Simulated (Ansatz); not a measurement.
CH3Al2FS, SMILES [F][Al]1[AlH][CH2][S]1, harmonic frequencies at the relaxed geometry

Program: Ansatz 0.2.0, Python API.

The script, `freq_ch3al2fs.py`:
```python
import itertools

import ansatz as az
from ase import Atoms
from ase.data import atomic_numbers, covalent_radii
from ase.thermochemistry import IdealGasThermo
import numpy as np

BASIS_SET = "cc-pVDZ"
XC = "b3lyp"

GEOMETRY = """
F    -3.20020   -0.98650    0.49440
Al   -1.80730   -0.06690   -0.13850
Al    0.18300    0.71590    0.99650
C     1.12120   -0.06220   -0.62850
S    -0.30040   -0.37900   -1.82980
H     0.70500    1.11860    2.47840
H     1.82200    0.62340   -1.05580
H     1.56890   -1.02040   -0.37250
"""

molecule = az.Crystal.molecule()
for line in GEOMETRY.strip().splitlines():
    symbol, *xyz = line.split()
    molecule = molecule.atom(symbol, [float(v) for v in xyz])

setup = molecule.calculation()
setup = setup.basis(gaussian=BASIS_SET).functional(XC)
symbols = [site.symbol for site in molecule.cartesian_sites]
start = np.array([site.position_ang for site in molecule.cartesian_sites], dtype=float)
r = setup.relax(force_tolerance=0.003, max_steps=100).run(threads=1, pin="off").report
end = np.array(r["positions_ang"])

radius = [covalent_radii[atomic_numbers[s]] for s in symbols]
span = lambda where, i, j: np.linalg.norm(where[i] - where[j])
bonded = [(i, j) for i, j in itertools.combinations(range(len(symbols)), 2) if min(span(start, i, j), span(end, i, j)) < 1.2 * (radius[i] + radius[j])]
print("pair        before    after (A)")
for i, j in bonded:
    print(f"{symbols[i]}{i}-{symbols[j]}{j}".ljust(10), f"{span(start, i, j):8.4f} {span(end, i, j):8.4f}")

minimum = az.Crystal.molecule()
for symbol, place in zip(symbols, end):
    minimum = minimum.atom(symbol, place.tolist())
vibrating = (
    minimum.calculation()
    .basis(gaussian=BASIS_SET)
    .functional(XC)
    .phonons(temperatures=(200, 600, 100))
)
vib = vibrating.run(threads=1, pin="off").report["vibrations"]
sums = vib["harmonic_sums"]
modes = [m["omega_inv_cm"] for m in sums["modes_at_gamma"] if m["rigid_motion"] == "no"]
for number, w in enumerate(modes, start=1):
    print(f"mode {number:2d} {w:9.1f} 1/cm {w / 8065.544 * 1000:8.2f} meV")
print("imaginary modes:", sum(w < 0 for w in modes), " zero-point energy:", round(sums["zero_point_energy_ev"], 4), "eV")
gas = IdealGasThermo(vib_energies=[w / 8065.544 for w in modes if w > 0], geometry="linear" if len(modes) == 3 * len(symbols) - 5 else "nonlinear",
                     atoms=Atoms(symbols, positions=end), symmetrynumber=1, spin=0.0)
print(f"H(298 K) - E = {gas.get_enthalpy(298.15, verbose=False):.4f} eV")
print(f"S(298 K, 1 bar) = {96485.33 * gas.get_entropy(298.15, 1e5, verbose=False):.1f} J/(mol K) with symmetry number 1")

heavier = vibrating.phonons(masses={"H": 2.014102}).run(threads=1, pin="off").report["vibrations"]["harmonic_sums"]
print("deuterated (1/cm):", " ".join(f"{m['omega_inv_cm']:.0f}" for m in heavier["modes_at_gamma"] if m["rigid_motion"] == "no"))
print("zero-point energy falls by", round(sums["zero_point_energy_ev"] - heavier["zero_point_energy_ev"], 4), "eV")
```

```console
$ python freq_ch3al2fs.py
pair        before    after (A)
F0-Al1       1.7850   1.6969
Al1-Al2      2.4212   2.5263
Al1-S4       2.2866   2.2333
Al2-C3       2.0313   2.0154
Al2-H5       1.6219   1.5977
C3-S4        1.8880   1.8765
C3-H6        1.0695   1.1033
C3-H7        1.0882   1.1033
mode  1      57.9 1/cm     7.18 meV
mode  2     151.4 1/cm    18.78 meV
mode  3     155.4 1/cm    19.26 meV
mode  4     261.5 1/cm    32.43 meV
mode  5     342.0 1/cm    42.40 meV
mode  6     364.0 1/cm    45.13 meV
mode  7     456.4 1/cm    56.58 meV
mode  8     513.8 1/cm    63.71 meV
mode  9     599.9 1/cm    74.37 meV
mode 10     609.6 1/cm    75.58 meV
mode 11     648.4 1/cm    80.39 meV
mode 12     837.4 1/cm   103.82 meV
mode 13    1025.4 1/cm   127.14 meV
mode 14    1053.8 1/cm   130.65 meV
mode 15    1391.9 1/cm   172.58 meV
mode 16    1861.0 1/cm   230.73 meV
mode 17    3034.5 1/cm   376.23 meV
mode 18    3089.3 1/cm   383.02 meV
imaginary modes: 0  zero-point energy: 1.02 eV
H(298 K) - E = 1.2409 eV
S(298 K, 1 bar) = 356.3 J/(mol K) with symmetry number 1
deuterated (1/cm): 50 146 154 259 279 320 401 460 473 545 621 741 832 838 1021 1342 2202 2290
zero-point energy falls by 0.2158 eV
```

The frequencies are harmonic and unscaled, in a modest basis. b3lyp holds the VWN-RPA fit, as in Gaussian; the form of ORCA and Turbomole is b3lyp5. The entropy takes a symmetry number of 1; a symmetric molecule's is lower by R ln(sigma). Wall time of the script: 4.5 min on 1 thread of INTEL(R) XEON(R) PLATINUM 8581C CPU @ 2.30GHz (Emerald Rapids), on a shared host, peak memory 0.36 GiB.
